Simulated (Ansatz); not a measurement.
# SbC2: the cost of one run

Program: Ansatz 0.2.0. Level of theory: DFT PBE, scalar-relativistic, plane waves, PAW. These are calculated values, not measurements.

### Step 1. The system as given

The structure is tetragonal, space group P4/mbm (No. 127). The conventional cell has a = 5.753 Å, b = 5.753 Å, c = 2.109 Å, α = 90.00°, β = 90.00°, γ = 90.00°. Sb (site symmetry 4/m) is surrounded by 2 Sb at 2.11 Å and 4 C at 2.12 Å. Around C (site symmetry m2m) lie 2 C at 2.11 Å and 2 Sb at 2.12 Å.

Structure file:

```
CELL_PARAMETERS angstrom
5.75253 0.00000 0.00000
0.00000 5.75253 0.00000
0.00000 0.00000 2.10936
ATOMIC_POSITIONS crystal
Sb 0.00000 0.00000 0.00000
Sb 0.50000 0.50000 0.00000
C 0.17680 0.32320 0.00000
C 0.32320 0.82320 0.00000
C 0.82320 0.67680 0.00000
C 0.67680 0.17680 0.00000
```

The cell is invented: 4-, 6-connected net, elements by coordination (P4/mbm, No. 127). The dimensions are guesses.

### Step 2. A first look at the guess

The input, input.yaml:

```yaml
crystal:
  lattice:
    - [5.75253154, 0.0, 0.0]
    - [0.0, 5.75253154, 0.0]
    - [0.0, 0.0, 2.10936412]
  atoms:
    - { symbol: Sb, position: [0.0, 0.0, 0.0] }
    - { symbol: Sb, position: [0.5, 0.5, 0.0] }
    - { symbol: C, position: [0.17679539, 0.32320461, 0.0] }
    - { symbol: C, position: [0.32320461, 0.82320461, 0.0] }
    - { symbol: C, position: [0.82320461, 0.67679539, 0.0] }
    - { symbol: C, position: [0.67679539, 0.17679539, 0.0] }
basis:
  ecutwfc: 420
kpoints:
  mp_grid: { grid: [4, 4, 8] }
hamiltonian:
  xc: pbe
scf:
  occupations: { method: gaussian, width: 0.1 }
  lower_state_search: "off"
output:
  forces: true
  stress: true
  eigenvalues: true
```

The run is started by

```sh
$ ansatz run input.yaml --threads 1 --pin off --max-ram 2560MiB --backend cpu --events-out ev --progress --plain --runs-dir out
```

What time and memory should one allow on 1 thread of Intel Xeon 6975P-C (Granite Rapids), shared host?

About 2.2 s, with a peak of 0.4 GiB.
